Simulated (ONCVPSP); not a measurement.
# Pseudopotential generation for lead: ONCV, PBE

Task: generate the file, and judge it by its errors in other configurations, its logarithmic derivatives, its ghosts and its cutoff.

Method: ONCVPSP 4.0.1.1 (patched build), PBE, scalar-relativistic.

## Step 1: Settings

Typed settings, in words:

```
element                 : lead (Pb, Z = 82)
type                    : optimised norm-conserving Vanderbilt (ONCV)
frozen core             : [Xe] 4f14
valence charge          : 14
reference configuration : 5d10 6s2 6p1 (charge +1)
partial waves           : 6s: rc 1.85 bohr, ncon 4, nbas 8, qcut 2.9 1/bohr, 2 projectors, debl 3.8 Ha; 6p: rc 1.90 bohr, ncon 4, nbas 7, qcut 3.6 1/bohr, 2 projectors, debl 0.9 Ha; 5d: rc 1.90 bohr, ncon 4, nbas 9, qcut 8.8 1/bohr, 2 projectors, debl 1.8 Ha
local potential         : polynomial inside 1.45 bohr (lpopt 1, dvloc0 2 Ha)
core correction         : not asked for
```

An earlier all-electron run gives the scale for the radii.

All-electron outer shells of the reference configuration (PBE, scalar-relativistic, ld1.x):

| shell | level (eV) | outermost node (bohr) | outermost maximum (bohr) |
| --- | --- | --- | --- |
| 4f | -140.60 | – | 0.35 |
| 5p | -93.54 | 0.49 | 0.88 |
| 5d | -28.85 | 0.52 | 1.07 |
| 6s | -19.23 | 1.01 | 1.95 |
| 6p | -9.86 | 1.18 | 2.50 |

## Step 2: Generating the potential

The input, Pb.dat:

```
# ATOM AND REFERENCE CONFIGURATION
# atsym  z   nc   nv     iexc    psfile
  Pb 82.00   12    3        4      upf
#
#   n    l    f
    1    0    2.00
    2    0    2.00
    2    1    6.00
    3    0    2.00
    3    1    6.00
    3    2   10.00
    4    0    2.00
    4    1    6.00
    4    2   10.00
    4    3   14.00
    5    0    2.00
    5    1    6.00
    5    2   10.00
    6    0    2.00
    6    1    1.00
#
# PSEUDOPOTENTIAL AND OPTIMIZATION
# lmax
    2
#
#   l,   rc,      ep,       ncon, nbas, qcut
    0    1.85    0.00    4    8    2.90
    1    1.90    0.00    4    7    3.60
    2    1.90    0.00    4    9    8.80
#
# LOCAL POTENTIAL
# lloc, lpopt,  rc(5),   dvloc0
    4    1    1.45    2.00
#
# VANDERBILT-KLEINMAN-BYLANDER PROJECTORs
# l, nproj, debl
    0    2    3.80
    1    2    0.90
    2    2    1.80
#
# MODEL CORE CHARGE
# icmod, fcfact, rcfact
    0    0.00    0.00
#
# LOG DERIVATIVE ANALYSIS
# epsh1, epsh2, depsh
   -3.00    5.00    0.02
#
# OUTPUT GRID
# rlmax, drl
    6.00    0.01
#
# TEST CONFIGURATIONS
# ncnf
    4
# nvcnf
#   n    l    f
    3
    5    2   10.00
    6    0    2.00
    6    1    2.00
#
    3
    5    2   10.00
    6    0    2.00
    6    1    0.00
#
    3
    5    2   10.00
    6    0    1.00
    6    1    0.00
#
    3
    5    2   10.00
    6    0    1.00
    6    1    2.00
#
```

Command:

```sh
oncvpsp.x < Pb.dat > Pb.out
```

What does the calculation give? Wanted: cutoffs for 1 and 0.1 mHa per electron, occupied waves; bound ghosts; GHOST(+) flags; largest test error; largest phase difference near zero energy, channels read.

As calculated:

| quantity | value |
| --- | --- |
| cutoffs for 1 and 0.1 mHa per electron, occupied waves | 34 Ha and 42 Ha |
| bound ghosts | p at -86.99 eV |
| GHOST(+) flags | s at 49 eV |
| largest test error (AE − PS) | -3.9 meV, for 5d10 6s2 6p0 |
| largest phase difference near zero energy, channels read | 0.004 rad |

A bound ghost (p) makes it unfit for use: electrons can fall into a state that the atom doesn't have. By total energies transferability is very good: the largest error is 3.9 meV on 13.4 eV, for 5d10 6s2 6p0. Atomic tests can pass in spite of a ghost, since they solve only for the levels asked. By its cutoff, 34 Ha for the looser tolerance, it is of middling hardness. At the looser tolerance the 6p wave is the slowest; 5d needs 25 Ha. Near zero energy the phases of the channels with partial waves agree within 0.004 rad. The program also flags highly localised states, GHOST(+) (s). These are tests on the free atom; a crystal test is still owed.
